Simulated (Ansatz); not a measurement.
# CsLiCr2Te2S3 (P1) in Ansatz: settings compared

One crystal, CsLiCr2Te2S3, is run at these levels: PBE+U, PBE; tasks: projected density of states, band structure.

Program: Ansatz 0.2.0. These are calculated values, not measurements. Logs are shortened: lines on timing, memory, paths and dates and some standing lists are left out, and cuts for length are marked.

### 1 The crystal as given

The typed cell holds 9 atoms: a = 6.108 Å, b = 6.358 Å, c = 7.995 Å, α = 101.14°, β = 99.87°, γ = 111.27°.

The cell was built by a generator and needn't be a form met in nature.

### 2 Projected density of states, PBE+U, collinear spin, ferromagnetic start

Contents of input.yaml:

```yaml
crystal:
  lattice:
    - [6.10792, -0.01886, 0.00581]
    - [-2.28822, 5.93151, 0.00333]
    - [-1.38462, -2.19395, 7.5626]
  atoms:
    - { symbol: Cs, position: [0.06348, 0.10178, 0.99394] }
    - { symbol: Li, position: [0.57026, 0.58143, 0.57403] }
    - { symbol: Cr, position: [0.07801, 0.50138, 0.5799], spin: 3.0 }
    - { symbol: Cr, position: [0.43162, 0.02972, 0.53722], spin: 3.0 }
    - { symbol: Te, position: [0.54458, 0.76732, 0.28198] }
    - { symbol: Te, position: [0.01143, 0.65932, 0.29902] }
    - { symbol: S, position: [0.778, 0.37133, 0.70773] }
    - { symbol: S, position: [0.39402, 0.82508, 0.74875] }
    - { symbol: S, position: [0.19605, 0.23009, 0.48646] }
hamiltonian:
  xc: pbe
  pseudopotentials: { kind: paw }
  hubbard: { sites: [{ species: Cr, l: d, u_eff: 6.0 }] }
magnetization:
  spin_polarized: true
kpoints:
  mp_grid: { grid: [5, 5, 4] }
scf:
  occupations: { method: fermi_dirac, width: 0.05 }
  n_extra_bands: 22
output:
  forces: true
  stress: true
  eigenvalues: true
  dos: { projected: true, de: 0.05, nscf_kmesh: { grid: [8, 8, 6] } }
```

Potentials or basis: Ansatz PAW.

Command:

```sh
$ ansatz run input.yaml --threads 8 --pin off --max-ram 20480MiB --backend cpu --events-out ev --progress --plain --runs-dir out
```

The log of the run:

```text
Warning: RAYON_NUM_THREADS=8 ignored (pool sized by the plan → 8); use --threads N
Cs: projections on atomic orbitals take those of the free atom [Kr 4d10] 5s2 5p6 6s1, of charge +0.00 (hamiltonian.pseudopotentials.projection_atoms); the dataset's partial waves leave at most 8.5e-6 of an orbital's norm unspanned inside its sphere
Li: projections on atomic orbitals take those of the free atom 1s2 2s1, of charge +0.00 (hamiltonian.pseudopotentials.projection_atoms); the dataset's partial waves leave at most 8.9e-11 of an orbital's norm unspanned inside its sphere
Cr: projections on atomic orbitals take those of the free atom [Ne] 3s2 3p6 3d5 4s1, of charge +0.00 (hamiltonian.pseudopotentials.projection_atoms); the dataset's partial waves leave at most 7.0e-7 of an orbital's norm unspanned inside its sphere
Te: projections on atomic orbitals take those of the free atom [Kr] 4d10 5s2 5p4, of charge +0.00 (hamiltonian.pseudopotentials.projection_atoms); the dataset's partial waves leave at most 7.8e-6 of an orbital's norm unspanned inside its sphere
S: projections on atomic orbitals take those of the free atom [Ne] 3s2 3p4, of charge +0.00 (hamiltonian.pseudopotentials.projection_atoms); the dataset's partial waves leave at most 1.6e-7 of an orbital's norm unspanned inside its sphere
scf.n_extra_bands = 22 over 45 filled bands (N_el = 90.0): the run solves 67 bands
Engine: ansatz 0.2.0, aarch64-unknown-linux-gnu
Pseudopotentials: kind: paw
Pseudopotential: Cs, paw, valence charge 9, recommended cutoff 420 eV (normal), Cs.paw.azcp
Pseudopotential: Li, paw, valence charge 3, recommended cutoff 420 eV (normal), Li.paw.azcp
Pseudopotential: Cr, paw, valence charge 14, recommended cutoff 420 eV (normal), Cr.paw.azcp
Pseudopotential: Te, paw, valence charge 16, recommended cutoff 420 eV (normal), Te.paw.azcp
Pseudopotential: S, paw, valence charge 6, recommended cutoff 420 eV (normal), S.paw.azcp
Functional definition: PBE
  parameter kappa = 0.804
  parameter beta = 0.06672455060314922
  exchange = pbe_x(kappa = kappa, mu = beta*pi^2/3)
  correlation = pbe_c(beta = beta)
Crystal: 9 atoms, lattice volume = 273.782 Å³
Basis set: ecut = 420 eV, 5373 PW (Γ), exchange–correlation on 90×90×108 points (8 copies of the dense FFT grid, shifted against one another)
[... 61 lines left out ...]
  E_hartree    = 5102.500204
  E_xc         = -1002.160719
  E_vxc        = -963.801350  (∫ρ·V_xc dr)
  E_hubbard    = 5.319310  (on-site DFT+U / exact-exchange correction)
  E_vhub       = -18.100178  (the Hubbard potential's part of the band-sum identity)
  E_paw        = -18612.962485  (= ΣΔE_a)
  E_vpaw       = -1300.291926  (= ΣTr[D̂ρ^β])
  E_aug_tail   = 0.000390  (compensation charges beyond the density's cutoff)
  E_ewald      = -5410.195907
  E_smearing   = -0.008630  (= −TS)
  E_closure    = -0.000000  (closes the sum)
  Σ components = -29295.632702   (vs F -29295.632702, Δ=0.00e0)
--- Forces (eV/Å), atoms counted from 1 ---
  atom   1  Cs    -0.00995139    -0.00638645    -0.07450669
  atom   2  Li     0.02694570    -0.04936733     0.11260996
  atom   3  Cr    -0.51982030     0.11411423     0.13237726
  atom   4  Cr     0.22859433     0.27373971    -0.00776800
  atom   5  Te     0.32596861    -0.13525477    -0.56650140
  atom   6  Te    -0.17276994     0.17353067    -0.99820311
  atom   7  S     -0.70827140    -0.14404073     0.91487321
  atom   8  S      0.58297559     0.16256851     1.20236904
  atom   9  S      0.24636309    -0.38883404    -0.71527653
  max |Σ_I F_I| component: 6.98e-5 eV/Å
--- Stress (GPa, compression-positive) ---
        2.553347      -0.094324      -0.338809
       -0.094322       4.963223       0.151389
       -0.338810       0.151388       3.729234
  P = ⅓ Tr σ = 3.7486 GPa (37.486 kbar)
--- Band table (eV; the first three rows and the last of 102) ---
  k-point 0 ↑: bands = ["-67.4098", "-67.3371", "-40.3569", "-38.9017", "-38.8096", "-38.7450", "-38.7444", "-38.7204", "-38.6959", "-31.7299", "-31.6783", "-31.6733", "-31.5293", "-31.5186", "-31.3604", "-31.3102", "-31.2832", "-31.0928", "-31.0892", "-16.3773", "-7.5996", "-6.9113", "-6.5884", "-6.3869", "-4.4337", "-3.2300", "-3.2054", "-3.1977", "-0.3305", "-0.2485", "-0.1209", "-0.0005", "0.5054", "0.7907", "1.0574", "1.2773", "1.4644", "1.6186", "2.0740", "2.2441", "2.4976", "2.6248", "3.1608", "3.3625", "3.8117", "3.9929", "4.1785", "4.5851", "5.5460", "5.6600", "6.1615", "6.6153", "7.8119", "8.1821", "9.1334", "9.8848", "9.9870", "10.4728", "10.5225", "10.9671", "11.4013", "11.4690", "11.8378", "12.0998", "12.6282", "12.6578", "12.7591"]
  k-point 1 ↑: bands = ["-67.4098", "-67.3371", "-40.3568", "-38.9017", "-38.8096", "-38.7450", "-38.7444", "-38.7204", "-38.6959", "-31.7299", "-31.6783", "-31.6733", "-31.5293", "-31.5186", "-31.3604", "-31.3102", "-31.2832", "-31.0927", "-31.0892", "-16.3769", "-7.6014", "-6.9083", "-6.5898", "-6.3886", "-4.4336", "-3.2305", "-3.2017", "-3.1973", "-0.3211", "-0.2451", "-0.0871", "0.0000", "0.5026", "0.7645", "1.0599", "1.2477", "1.4580", "1.6270", "2.0542", "2.3104", "2.4563", "2.6767", "3.1560", "3.3760", "3.7676", "3.9742", "4.1643", "4.5519", "5.4723", "5.5956", "6.1250", "6.6544", "7.8364", "8.6248", "9.0550", "9.7491", "9.9735", "10.4097", "10.6424", "11.1307", "11.2391", "11.5277", "11.7676", "12.1629", "12.3911", "12.7674", "12.9127"]
  k-point 2 ↑: bands = ["-67.4098", "-67.3371", "-40.3568", "-38.9017", "-38.8096", "-38.7450", "-38.7444", "-38.7204", "-38.6959", "-31.7299", "-31.6783", "-31.6733", "-31.5293", "-31.5186", "-31.3604", "-31.3102", "-31.2832", "-31.0927", "-31.0892", "-16.3765", "-7.6032", "-6.9052", "-6.5911", "-6.3903", "-4.4336", "-3.2291", "-3.2018", "-3.1948", "-0.3107", "-0.2435", "-0.0468", "-0.0018", "0.4988", "0.7343", "1.0625", "1.2200", "1.4532", "1.6333", "2.0378", "2.3720", "2.4316", "2.7218", "3.1563", "3.3936", "3.7041", "3.9523", "4.1271", "4.5362", "5.3466", "5.6372", "6.0903", "6.6722", "7.8464", "8.8706", "9.4719", "9.6519", "9.8607", "10.2460", "10.7834", "10.8750", "11.0990", "11.5257", "11.7727", "12.3545", "12.4507", "12.6647", "12.9499"]
  k-point 50 ↓: bands = ["-63.7936", "-63.5821", "-40.3527", "-35.5040", "-35.2796", "-35.1273", "-35.0719", "-34.9710", "-34.8840", "-31.7559", "-31.7172", "-31.7085", "-31.5891", "-31.5822", "-31.3718", "-31.3317", "-31.2873", "-31.1206", "-31.1180", "-16.3777", "-7.6619", "-7.1714", "-6.8141", "-6.0593", "-5.3449", "-3.2308", "-3.2068", "-3.1890", "0.7883", "1.3837", "1.7342", "1.9200", "2.1668", "2.4664", "2.7288", "2.8702", "3.0862", "3.2538", "3.4604", "3.6275", "3.7967", "4.3135", "5.4029", "8.6346", "8.9805", "9.0907", "9.2267", "9.4382", "9.5563", "9.7988", "9.8526", "10.0709", "10.2377", "10.3831", "10.5168", "10.6757", "10.8821", "11.0030", "11.1148", "11.2498", "11.5291", "11.7044", "12.0744", "12.2580", "12.6481", "12.7789", "13.0336"]
Occupation matrices written to <dir>
```

occupation_matrices:

```text
# The occupation matrices of the corrected shells as a run of Ansatz 0.0.0 ended. An entry of
# hamiltonian.hubbard.sites starts from them by `starting_ns: <path of this file>`, where that key's refused
# combinations let it.
# Free energy -29295.632702 eV.
# projection_atom_Cs: [Kr 4d10] 5s2 5p6 6s1
[... 48 lines left out ...]
  site3_d_down:
    matrix:
      - [0.048587004228465284, 0.0031661040460553504, 0.0005482686601379278, -0.002031918651058545, 0.018002214515186795]
      - [0.0031661040460553504, 0.06927073050245307, 0.012485263823146834, 0.007618742608537401, -0.0240714876169784]
      - [0.0005482686601379278, 0.012485263823146834, 0.11104058297909002, -0.009331263778148925, -0.03703951562892968]
      - [-0.002031918651058545, 0.007618742608537401, -0.009331263778148925, 0.0589654985791551, -0.021210913986657677]
      - [0.018002214515186795, -0.0240714876169784, -0.03703951562892968, -0.021210913986657677, 0.10627048124130983]
```

Wall time 3 min (8 threads of Arm Neoverse V1, shared host); peak memory 4.8 GiB.

Results:

- Free energy: -29295.6327 eV
- Pressure: 3.7 GPa
- Largest force: 1.346 eV/Å
- Band gap on the k mesh: 0.14 eV, indirect (least direct gap 0.18 eV)
- Net moment: 6.00 μB per cell
- Absolute moment: 9.72 μB per cell
- Site moments: Cs -0.00; Li -0.00; Cr +3.08, +3.32; Te -0.08, -0.19; S -0.26, -0.30, -0.33 μB

Forces on the atoms (eV/Å):
```
Cs  -0.010 -0.006 -0.075
Li   0.027 -0.049  0.113
Cr  -0.520  0.114  0.132
Cr   0.229  0.274 -0.008
Te   0.326 -0.135 -0.567
Te  -0.173  0.174 -0.998
S   -0.708 -0.144  0.915
S    0.583  0.163  1.202
S    0.246 -0.389 -0.715
```

Levels at points of the mesh, in eV from the valence-band top:
Spin up:
```csv
k point,band 44,band 45,band 46,band 47,band 48,band 49,band 50,band 51,band 52,band 53
"(0.00, 0.00, 0.00)",-1.60,-1.15,-0.96,-0.78,-0.37,0.59,0.70,1.20,1.66,2.85
"(0.00, 0.00, -0.50)",-1.56,-1.25,-1.01,-0.83,-0.42,0.39,0.68,1.13,1.71,2.89
```
Spin down:
| k point | band 38 | band 39 | band 40 | band 41 | band 42 | band 43 | band 44 | band 45 | band 46 | band 47 |
| --- | --- | --- | --- | --- | --- | --- | --- | --- | --- | --- |
| (0.00, 0.00, 0.00) | -1.72 | -1.56 | -1.05 | -0.86 | -0.77 | 2.11 | 3.13 | 3.67 | 3.97 | 4.15 |
| (0.00, 0.00, -0.50) | -1.89 | -1.65 | -1.08 | -0.87 | -0.68 | 2.13 | 3.50 | 3.86 | 4.06 | 4.24 |

States per cell in windows of 1 eV (zero at the valence-band top; states under -8 eV left out):
```csv
from (eV),up,down,Cr 3d up,Cr 3d down,S 3p down,S 3p up,Te 5p down,Te 5p up
-8.0,0.00,0.00,0.00,0.00,0.00,0.00,0.00,0.00
-7.0,0.00,0.00,0.00,0.00,0.00,0.00,0.00,0.00
-6.0,2.03,0.00,1.17,0.00,0.00,0.61,0.00,0.13
-5.0,4.07,1.10,2.82,0.03,0.54,0.79,0.41,0.31
-4.0,4.34,3.05,2.30,0.11,1.84,1.10,0.83,0.66
-3.0,3.42,4.10,1.12,0.28,2.93,1.13,0.67,0.85
-2.0,2.89,4.28,0.49,0.27,2.31,1.30,1.55,0.88
-1.0,3.25,1.54,0.51,0.08,0.29,1.40,1.11,1.13
0.0,3.08,0.29,0.76,0.01,0.01,1.42,0.25,0.70
1.0,1.34,0.37,0.34,0.03,0.00,0.48,0.31,0.41
2.0,0.58,0.28,0.04,0.03,0.00,0.04,0.21,0.43
3.0,0.23,2.14,0.00,0.94,0.07,0.01,0.07,0.01
4.0,2.77,5.79,0.02,3.00,0.18,0.10,0.12,0.07
5.0,3.93,6.90,0.02,3.18,0.26,0.08,0.12,0.07
6.0,3.64,4.52,0.01,1.00,0.13,0.07,0.07,0.07
7.0,3.43,3.79,0.01,0.30,0.07,0.07,0.04,0.04
```

Eigenvalues of the final occupation matrices:
```
  site  spin  trace               eigenvalues
site 1     1   4.32  0.71 0.76 0.91 0.96 0.98
site 1     2   0.48  0.05 0.06 0.10 0.13 0.14
site 2     1   4.39  0.67 0.81 0.95 0.98 0.98
site 2     2   0.39  0.03 0.05 0.06 0.09 0.16
```

Caveat: the magnetic or orbital state may not be the lowest; odd divisions of the mesh miss points on the zone boundary, where band edges often lie, so the gap on the mesh can be too wide; spin-orbit coupling is left out, which moves the levels of the heavy elements; only a ferromagnetic start was run, and an antiferromagnetic order may lie lower in energy; forces of over 1 eV/Å show positions far from the minimum, so gaps and moduli don't describe the material at rest.

(Continued in part 2 of 2.)
